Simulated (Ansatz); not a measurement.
# FH9N2Si: the cost of one run

Computed with Ansatz 0.2.0, Gaussian basis. Level: PBE0-D4, def2-SVP first, then def2-TZVP.

190 further runs of the same task are left out: 190 set aside as unsound or not needed. Runs told in other sessions of the task aren't counted.

### Step 1. The starting structure

The guess: 13 atoms, charge 0, spin multiplicity 1.

Atoms are counted from 1 here; the program's logs count them from 0.

Bond lengths: Si1–H3 1.453 Å, Si1–H4 1.451 Å, Si1–H5 1.493 Å, Si1–N7 1.799 Å, H6–N9 1.082 Å, N7–H10 1.011 Å, N7–H11 1.010 Å, H8–N9 1.166 Å, N9–H12 1.011 Å, N9–H13 1.012 Å. Angles: H3–Si1–H4 133.3°, H3–Si1–H5 103.6°, H3–Si1–N7 104.3°, H4–Si1–H5 103.7°, H4–Si1–N7 105.0°, H5–Si1–N7 104.0°, Si1–N7–H10 111.1°, Si1–N7–H11 111.2°, H10–N7–H11 106.8°, H6–N9–H8 92.5°, H6–N9–H12 113.3°, H6–N9–H13 113.1°, H8–N9–H12 112.8°, H8–N9–H13 112.4°, H12–N9–H13 111.5°.

As a file:

```csv
atom,x (Å),y (Å),z (Å)
Si1,-1.0396,-1.2200,0.3826
F2,0.5293,-1.0971,-1.4091
H3,-1.7796,-0.9221,-0.8316
H4,0.0533,-2.1258,0.6853
H5,-2.1029,-1.6135,1.3534
H6,0.5918,0.9994,-0.0032
N7,-0.4869,0.3877,0.9718
H8,1.0348,0.0571,-1.2512
N9,1.2808,1.1163,-0.8293
H10,-1.2594,1.0357,1.0394
H11,-0.0819,0.3191,1.8947
H12,2.2447,1.2070,-0.5369
H13,1.0156,1.8563,-1.4659
```

Distances that are to change: Si1–N7 1.80 Å, H6–N9 1.08 Å, F2–H8 1.27 Å, Si1–F2 2.38 Å, H6–N7 1.58 Å, H8–N9 1.17 Å.

### Step 2. Constrained relaxation of the guess

Input file hold/in.yaml:

```yaml
crystal:
  periodic: [false, false, false]
  atoms:
    - {symbol: Si, position_ang: [-1.039600, -1.220000, 0.382600]}
    - {symbol: F, position_ang: [0.529300, -1.097100, -1.409100]}
    - {symbol: H, position_ang: [-1.779600, -0.922100, -0.831600]}
    - {symbol: H, position_ang: [0.053300, -2.125800, 0.685300]}
    - {symbol: H, position_ang: [-2.102900, -1.613500, 1.353400]}
    - {symbol: H, position_ang: [0.591800, 0.999400, -0.003200]}
    - {symbol: N, position_ang: [-0.486900, 0.387700, 0.971800]}
    - {symbol: H, position_ang: [1.034800, 0.057100, -1.251200]}
    - {symbol: N, position_ang: [1.280800, 1.116300, -0.829300]}
    - {symbol: H, position_ang: [-1.259400, 1.035700, 1.039400]}
    - {symbol: H, position_ang: [-0.081900, 0.319100, 1.894700]}
    - {symbol: H, position_ang: [2.244700, 1.207000, -0.536900]}
    - {symbol: H, position_ang: [1.015600, 1.856300, -1.465900]}
basis:
  gaussian: {orbitals: def2-SVP}
hamiltonian: {xc: pbe0, dispersion: d4}
relax: {f_tol: 0.04, max_steps: 150, escape_saddle: false, constraints: [{distance: [0, 6]}, {distance: [5, 8]}, {distance: [1, 7]}, {distance: [0, 1]}, {distance: [5, 6]}, {distance: [7, 8]}]}
```

Run with:

```console
$ ansatz run in.yaml --threads 8 --pin off --events-out ev --progress --plain --max-ram 19148MiB
```

**Question.** How long does this run take on 8 threads of Intel Xeon Platinum 8488C, shared host?

About 4 s.
